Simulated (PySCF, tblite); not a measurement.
**C6H5N2 radical: geometry, infrared bands and EPR parameters**

Aim: predict the infrared bands and EPR parameters of C6H5N2 radical (`C#Cc1[c]n(C)nc1`).

Computed with tblite 0.8.0 and PySCF 2.14.0, with density-fitted response routines of our own, on a single molecule in the gas phase. Atoms are numbered from 0 throughout.

### 1 The molecule as given

13 atoms, charge 0, multiplicity 2; geometry from: force field or distance geometry start.

Bonds of the start (Å): C0–C1 1.22, C1–C2 1.44, C2–C3 1.39, C3–N4 1.36, N4–C5 1.46, N4–N6 1.31, N6–C7 1.34, C7–C2 1.38, C0–H8 1.07, C5–H9 1.10, C5–H10 1.13, C5–H11 1.11, C7–H12 1.10.

### 2 Optimising the geometry with GFN2-xTB

What the job is given:

```
{"job": {"kind": "relax", "xc": "GFN2-xTB", "basis": "xTB"}, "charge": 0, "multiplicity": 2}
C      3.577100     0.136200    -0.991700
C      2.408300     0.081200    -0.654900
C      1.032900    -0.006100    -0.249600
C     -0.107200     0.179700    -1.017100
N     -1.156800    -0.006300    -0.179100
C     -2.568300     0.082600    -0.547100
N     -0.759300    -0.277700     1.041000
C      0.582600    -0.278000     1.022700
H      4.593400     0.183200    -1.312200
H     -2.874200    -0.770600    -1.171200
H     -3.171500     0.131600     0.402300
H     -2.826400     1.014800    -1.081400
H      1.265200    -0.470100     1.859400
```

Started as:

```bash
> OMP_NUM_THREADS=1 python probes_run.py task.json out
```

This one command runs all jobs of the session in turn.

**Question.** This job is followed by: GFN2-xTB harmonic vibrations, gas phase; UKS B3LYP, pcH-1 on C H N, non-relativistic, mean-field spin-orbit, GIAO. What will the session give for the following? strongest single infrared mode (GFN2-xTB); zero-point energy (GFN2-xTB); g(iso) (B3LYP); ⟨S²⟩; largest a(iso) (averaged by class); surface potential, 1st and 99th percentile.

As calculated:

| quantity | value |
| --- | --- |
| strongest single infrared mode (GFN2-xTB) | 961 cm⁻¹, 75 km/mol |
| zero-point energy (GFN2-xTB) | 57.9 kcal/mol |
| g(iso) (B3LYP) | 2.00181 |
| ⟨S²⟩ | 0.758 (exact 0.75) |
| largest a(iso) (averaged by class) | 13C on C3, 519.2 MHz |
| surface potential, 1st and 99th percentile | -1.30 V and 1.27 V |

**Reading.** Over 25 steps the energy fell by 0.231 eV; of the close pairs, C5–H10 changed most, 1.126 to 1.088 Å. No mode is imaginary among the 33: a minimum at this level. The strongest single mode, at 961 cm⁻¹, has its largest shares on N6, H12 and C3 (the list is cut at 3 atoms). Unscaled tight-binding wavenumbers are off by several per cent, some by more. Its intensities can rank the bands wrongly. Most of the unpaired spin sits on C3 (0.99 e). The isotropic g lies 0.5 ppt below the free-electron value.
